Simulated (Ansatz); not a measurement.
# CH₄F₂GaN: one species, many methods

How much do the methods differ for CH₄F₂GaN? The plan is to run it at one geometry with functionals of several rungs and with coupled cluster, and see how far each lands from CCSD(T) at the basis-set limit for the atomisation energy.

Computed with Ansatz 0.2.0, Gaussian basis. Level: functionals in def2-TZVPP, the program's frozen cores in correlated methods.

Levels to be run: LDA (SPW92), PBE-D4, revPBE-D4, BLYP-D4, r2SCAN-D4, B97M-V, PBE0-D4, B3LYP-D4, r2SCANh-D4, r2SCAN0-D4, HSE06-D4, BHLYP-D4, CAM-B3LYP-D4, LC-ωPBE, ωB97X-V, ωB97M-V, B2PLYP, PBE-QIDH; CCSD(T)/def2-SVP; CCSD(T)/def2-TZVPP; MP2/def2-QZVPP; extrapolation to the limit; RPA on PBE.

**1. The geometry**

All runs share one geometry, relaxed beforehand with PBE0-D4 in a triple-zeta def2 set.

SMILES `C[NH][Ga]([F])[F]`, 9 atoms, charge 0, spin multiplicity 1.

Atoms are counted from 1 here; the program's logs count them from 0.

Bond lengths: C1–N2 1.448 Å, C1–H6 1.095 Å, C1–H7 1.091 Å, C1–H8 1.095 Å, N2–Ga3 1.786 Å, N2–H9 1.006 Å, Ga3–F4 1.742 Å, Ga3–F5 1.740 Å. Angles: N2–C1–H6 111.9°, N2–C1–H7 110.0°, N2–C1–H8 111.9°, H6–C1–H7 107.4°, H6–C1–H8 108.1°, H7–C1–H8 107.4°, C1–N2–Ga3 126.3°, C1–N2–H9 114.8°, Ga3–N2–H9 118.8°, N2–Ga3–F4 121.4°, N2–Ga3–F5 123.1°, F4–Ga3–F5 115.5°.

**2. LDA**

This LDA is Slater exchange with PW92 correlation.

Contents of in.yaml:

```yaml
crystal:
  periodic: [false, false, false]
  atoms:
    - {symbol: C, position_ang: [-0.712085, -0.947984, 0.562208]}
    - {symbol: N, position_ang: [0.009762, 0.306471, 0.523433]}
    - {symbol: Ga, position_ang: [0.846198, 1.002319, -0.892736]}
    - {symbol: F, position_ang: [0.864063, 0.182392, -2.429122]}
    - {symbol: F, position_ang: [1.690520, 2.522849, -0.844786]}
    - {symbol: H, position_ang: [-1.766988, -0.803545, 0.819023]}
    - {symbol: H, position_ang: [-0.677905, -1.429354, -0.416296]}
    - {symbol: H, position_ang: [-0.277487, -1.646205, 1.285569]}
    - {symbol: H, position_ang: [0.023913, 0.813058, 1.392717]}
basis:
  gaussian: {orbitals: def2-TZVPP}
hamiltonian: {xc: lda}
output: {orbitals: {seedname: orbitals}}
```

Command:

```sh
ansatz run in.yaml --threads 4 --pin off --events-out ev --progress --plain --max-ram 10444MiB
```

Further steps of the session: PBE-D4 (GGA); revPBE-D4 (GGA); BLYP-D4 (GGA); r2SCAN-D4 (meta-GGA); B97M-V (meta-GGA); PBE0-D4 (hybrid); B3LYP-D4 (hybrid); r2SCANh-D4 (hybrid); r2SCAN0-D4 (hybrid); HSE06-D4 (hybrid); BHLYP-D4 (hybrid); CAM-B3LYP-D4 (range-separated); LC-ωPBE (range-separated); ωB97X-V (range-separated); ωB97M-V (range-separated); B2PLYP (double hybrid); PBE-QIDH (double hybrid); CCSD(T) in def2-SVP; CCSD(T) in def2-TZVPP; MP2 in def2-QZVPP; RPA on PBE orbitals.

Before running them: what should the planned runs give, taken together? Wanted: atomisation energy, CCSD(T)/CBS; farthest beyond LDA; mean size of error, GGA; mean size of error, meta-GGA; mean size of error, hybrid; mean size of error, range-separated; mean size of error, double hybrid; gap, smallest and largest; T1 diagnostic.

**Answer**, as computed:

| quantity | value |
| --- | --- |
| atomisation energy, CCSD(T)/CBS | 776.3 kcal/mol |
| functionals within 7.8 kcal/mol (1.0 %) | BLYP-D4, r2SCAN-D4, B97M-V, PBE0-D4, HSE06-D4, CAM-B3LYP-D4, LC-ωPBE, ωB97X-V, ωB97M-V |
| farthest beyond LDA | BHLYP-D4 (-36.3 kcal/mol) |
| mean size of error, GGA | 9.5 kcal/mol |
| mean size of error, meta-GGA | 5.0 kcal/mol |
| mean size of error, hybrid | 15.2 kcal/mol |
| mean size of error, range-separated | 1.5 kcal/mol |
| mean size of error, double hybrid | 9.4 kcal/mol |
| gap, smallest and largest | 3.94 eV (LDA (SPW92)), 11.58 eV (LC-ωPBE) |
| T1 diagnostic | 0.0134 |
| triples share of the correlation energy | 3.4 % |

LDA overbinds by 118.9 kcal/mol (15 %). PBE-D4 misses by +12.6 kcal/mol. Double hybrids carry the basis error of their MP2 part in triple zeta, and no dispersion term here, so their miss is partly the set-up's. The rungs range-separated, meta-GGA miss on average by less than the doubt on the reference (7.8 kcal/mol), so they tie. The reference freezes the cores and leaves out relativity and excitations past (T), and its outer-core shells are covered unevenly, so misses under about 7.8 kcal/mol can't be ranked. Hartree-Fock recovers 70 % of the binding; the rest is correlation. CCSD(T) in def2-SVP is off by -44.9 kcal/mol, which most functionals beat. Orbital gaps span 3.9 to 11.6 eV; exact exchange widens them. Correlated methods include outer-core shells of Ga, which these sets cover unevenly.
